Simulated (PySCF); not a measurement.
# The bond of ZnN+, level by level

The task here is to estimate one member of a computed series from the others.

Method: Zn 6-31G(d,p), N 6-31G(d,p), no relativity; program: PySCF 2.14.0.

The first run:

Settings of the job:

- atoms: Zn, N
- charge: 1
- basis: Zn 6-31G(d,p), N 6-31G(d,p)
- Hamiltonian: no relativity
- basis functions: 48
- electrons treated: 36
- masses in u: 63.9291, 14.0031
- levels: PBE0, PBE, r²SCAN, r²SCAN0, TPSSh, LDA, HF, MP2, SCS-MP2, CCSD, CCSD(T)
- grid: 80 radial by 434 angular points
- occupations: held fixed by the projection of orbital angular momentum
- dissociation limit: Zn+ + N, each in its ground configuration
- starting distance in angstrom: 1.945
- values of 2S to try: 0, 2, 4

Run with:

```bash
$ OMP_NUM_THREADS=1 python dia.py task.json out
```

Among the steps run: Input; The PBE0 curve of the state that the search chose; Other states along the same grid; PBE; r²SCAN (meta-GGA); r²SCAN0; TPSSh (hybrid meta-GGA); LDA (local density); ROHF (mean field); MP2 and coupled cluster.

One of the session's tables, all rows but one given; the rest of the session is left out.

Energy (eV) from each level's lowest point:

```
R (Å)   ROHF  ROHF-MP2  ROHF-SCS-MP2  ROHF-CCSD  ROHF-CCSD(T)
1.650  0.867     0.753         0.812        n/a           n/a
1.727  0.395     0.340         0.382      0.477         0.491
1.804  0.131     0.110         0.134      0.207         0.218
1.861      ?         ?             ?          ?             ?
1.919  0.000     0.000         0.000      0.024         0.029
1.977  0.016     0.018         0.006      0.000         0.000
2.053  0.094     0.094         0.066      0.012         0.006
2.149  0.254     0.246         0.197      0.073         0.060
2.264  0.501     0.477         0.402      0.178         0.161
2.418  0.876     0.818         0.711        n/a           n/a
```

**Question.** Estimate the row for R (Å) = 1.861.

Worked estimate for «ROHF». A straight line through the neighbours (1.804, 0.131) and (1.919, 0.000) gives 0.131 + (0.000 − 0.131) × (1.861 − 1.804) / (1.919 − 1.804) = 0.066; a parabola fitted to 4 rows on both sides gives 0.031.

As computed: ROHF: 0.033; ROHF-MP2: 0.026; ROHF-SCS-MP2: 0.038; ROHF-CCSD: 0.089; ROHF-CCSD(T): 0.097. In «ROHF» the line misses by +0.033 and the parabola by -0.002.
